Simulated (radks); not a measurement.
# The Coulomb parameter U of the 4f shell of Tb

The task here is to estimate one member of a computed series from the others.

Method: scalar-relativistic Kohn-Sham, BLYP, spin-unpolarised, spherical densities, finite nucleus. Code: radks (a radial shooting solver on a logarithmic mesh, Libxc functionals) version 1.

### Starting point

| Item | Value |
| --- | --- |
| element | terbium (Z = 65) |
| charge | 0 |
| electrons | 65 |
| configuration | [Xe] 4f7.5 6s2 6p1.5 |
| nuclear rms radius | 5.06 fm |

Set-up of the first run:

Settings of this run:

```text
Z 65
configuration [Xe] 4f7.5 6s2 6p1.5
relativity scalar-relativistic
functional b88,lyp
spin unpolarised
nucleus finite rms 5.06 fm
c 137.035999084
```

Steps of the session up to this table: Start: [Xe] 4f7.5 6s2 6p1.5.

One of the session's tables, all rows but one given; the rest of the session is left out.

It belongs to the step «Start: [Xe] 4f7.5 6s2 6p1.5». From the orbitals of this run (lengths in bohr):

| level | <r> | outermost maximum (interpolated) | 90 % within | nodes |
| --- | --- | --- | --- | --- |
| 4s | 0.5405 | 0.504 | 0.776 | 3 |
| 4p | 0.5721 | 0.526 | 0.832 | 2 |
| 4d | ? | ? | ? | ? |
| 5s | 1.290 | 1.16 | 1.85 | 4 |
| 5p | 1.497 | 1.31 | 2.19 | 3 |
| 4f | 0.8100 | 0.546 | 1.37 | 0 |
| 6s | 3.511 | 3.05 | 5.13 | 5 |
| 6p | 4.737 | 3.95 | 7.08 | 4 |

**Question.** Estimate the row for 4d.

The run gave: <r>: 0.6201; outermost maximum (interpolated): 0.545; 90 % within: 0.931; nodes: 1. In the column «<r>» it lies between 4p (0.5721) and 4f (0.8100).
